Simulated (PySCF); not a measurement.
# Mg(9+), Al(10+): ionisation energies with spin-orbit coupling

Wanted: the ionisation energy of these ions, up a ladder of methods.

The numbers are computed with PySCF 2.14.0 (two-component X2C-1e, generalised determinants), except any that are marked as measured or tabulated.

## (1) What is computed

- Elements: magnesium (Z = 12), aluminium (Z = 13)
- Basis: one for each species, given in its step
- Hamiltonian: two-component X2C-1e, Gaussian nucleus, no Breit or QED terms; spin-orbit coupling, run by run: off; screened by Boettger's factors
- Core shells frozen in the correlated runs: none (for Mg(9+))
- State 1: Mg(9+): [He] 2s1; 2s1/2 filled at m_j = +1/2
- State 2: Al(10+): [He] 2s1; 2s1/2 filled at m_j = +1/2
- Needed too, but not shown: Mg(10+) 1s2 (1S), Al(11+) 1s2 (1S)
- Methods: GHF, GMP2

The outer shells:

Mg9+ [He] 2s1
```
[He] core
2s [↑ ]
```

Al10+ [He] 2s1
```
[He] core
2s [↑ ]
```

A driver program built on PySCF's X2C-1e integrals ran all steps in one process from the settings above; there is no separate input file.

The integrals over 107 functions and the set-up took 0.41 s of CPU time.

## (2) Mg(9+), method by method

Basis: an uncontracted even-tempered set (17 s from 1.2 bohr⁻², ratio 2.4; 10 p from 1.6 bohr⁻², ratio 2.4; 5 d from 4.8 bohr⁻², ratio 2.6; 5 f from 7.2 bohr⁻², ratio 2.6).

Level: GHF (spin-free).

The log of the run:

```text
cycle= 1 E= -150.3556678053  delta_E= -150  |FDS-SDF|= 0.0408
cycle= 2 E= -150.3583349308  delta_E= -0.00267  |FDS-SDF|= 0.00455
cycle= 3 E= -150.3583672862  delta_E= -3.24e-05  |FDS-SDF|= 1.67e-05
cycle= 4 E= -150.3583672864  delta_E= -1.54e-10  |FDS-SDF|= 4.65e-07
```

CPU time 2.4 s on a shared host, the integrals not counted.

Occupied spinors (without spin-orbit coupling the j labels only name the start):

| spinor shell | electrons | mean energy (eV) | weight of the nominal j | rms radius (bohr) |
| --- | --- | --- | --- | --- |
| 1s1/2 | 2 | -1704.3 | 1.000 | 0.149 |
| 2s1/2 | 1 | -367.40 | 1.000 | 0.603 |

M_J = 1/2, ⟨J²⟩ = 0.750, ⟨L²⟩ = 0.000, ⟨S²⟩ = 0.750.

Level: GMP2 (spin-free).

This step left no log, only its results.

CPU time 1 s on a shared host, the integrals not counted.

With 3 electrons correlated and 28 very high virtual spinors dropped, the MP2 correlation energy is -0.04967 hartree. Largest pairs: 1s1/2-1s1/2 -0.0424, 1s1/2-2s1/2 -0.0072.

Level: GMP2 (screened spin-orbit).

No log was kept for this step.

It used 0.12 s of CPU time after the integrals (shared host).

With 3 electrons correlated and 28 very high virtual spinors dropped, the MP2 correlation energy is -0.04967 hartree. Largest pairs: 1s1/2-1s1/2 -0.0424, 1s1/2-2s1/2 -0.0072.

## (3) Al(10+)

Basis: an even-tempered Gaussian basis (17 s from 1.4 bohr⁻², ratio 2.4; 10 p from 1.9 bohr⁻², ratio 2.4; 5 d from 5.7 bohr⁻², ratio 2.6; 5 f from 8.6 bohr⁻², ratio 2.6).

Level: GHF (spin-free).

The log of the run:

```text
cycle= 1 E= -177.5656610735  delta_E= -178  |FDS-SDF|= 0.0454
cycle= 2 E= -177.5683498685  delta_E= -0.00269  |FDS-SDF|= 0.00466
cycle= 3 E= -177.5683775360  delta_E= -2.77e-05  |FDS-SDF|= 1.56e-05
cycle= 4 E= -177.5683775362  delta_E= -1.2e-10  |FDS-SDF|= 3.97e-07
```

CPU time 2.4 s on a shared host, the integrals not counted.

Occupied spinors (without spin-orbit coupling the j labels only name the start):

| spinor shell | electrons | mean energy (eV) | weight of the nominal j | rms radius (bohr) |
| --- | --- | --- | --- | --- |
| 1s1/2 | 2 | -2023.1 | 1.000 | 0.137 |
| 2s1/2 | 1 | -441.93 | 1.000 | 0.551 |

M_J = 1/2, ⟨J²⟩ = 0.750, ⟨L²⟩ = 0.000, ⟨S²⟩ = 0.750.

Level: GMP2 (spin-free).

The driver printed no log here.

CPU time 0.88 s on a shared host, the integrals not counted.

With 3 electrons correlated and 28 very high virtual spinors dropped, the MP2 correlation energy is -0.05001 hartree. Largest pairs: 1s1/2-1s1/2 -0.0426, 1s1/2-2s1/2 -0.0074.

Level: GMP2 (screened spin-orbit).

The driver printed no log here.

It used 0.12 s of CPU time after the integrals (shared host).

With 3 electrons correlated and 28 very high virtual spinors dropped, the MP2 correlation energy is -0.05001 hartree. Largest pairs: 1s1/2-1s1/2 -0.0426, 1s1/2-2s1/2 -0.0074.

## (4) The energy differences

Ionisation energy: Mg(9+) [He] 2s1 [2s1/2^1, M_J = 1/2] → Mg(10+) 1s2.

| method | value (eV) | less the reference (eV) |
| --- | --- | --- |
| GHF (spin-free) | 367.39 | -0.09 |
| GMP2 (spin-free) | 367.54 | +0.05 |
| GHF (screened spin-orbit) | 367.39 | -0.09 |
| GMP2 (screened spin-orbit) | 367.54 | +0.05 |

Reference: 367.49 eV (theoretical estimate listed by NIST; NIST Atomic Spectra Database, ionization energies).

Ionisation energy: Al(10+) [He] 2s1 [2s1/2^1, M_J = 1/2] → Al(11+) 1s2.

| method | value (eV) | less the reference (eV) |
| --- | --- | --- |
| GHF (spin-free) | 441.92 | -0.08 |
| GMP2 (spin-free) | 442.07 | +0.06 |
| GHF (screened spin-orbit) | 441.92 | -0.08 |
| GMP2 (screened spin-orbit) | 442.07 | +0.06 |

Reference: 442.00 eV (theoretical estimate listed by NIST; NIST Atomic Spectra Database, ionization energies).

The differences also use runs on Mg(10+) 1s2 (1S), Al(11+) 1s2 (1S), which are not shown here. The runs at GHF (screened spin-orbit) are not shown; their differences are listed all the same.

## (5) What came out

| quantity | value |
| --- | --- |
| ionisation energy, Mg(9+) | GHF (spin-free) 367.39, GMP2 (screened spin-orbit) 367.54 eV; reference 367.49 |
| ionisation energy, Al(10+) | GHF (spin-free) 441.92, GMP2 (screened spin-orbit) 442.07 eV; reference 442.00 |

What this shows: For the first difference the methods span 0.142 eV, from GHF (screened spin-orbit) (367.39) to GMP2 (spin-free) (367.54). The reference is uncertain or not like for like (spin-orbit coupling or other relativistic terms), so no ranking of close methods is drawn. Spin-orbit coupling moves the first difference by -0.000 eV at GMP2. All values hold for this basis alone; no basis-set limit was taken.
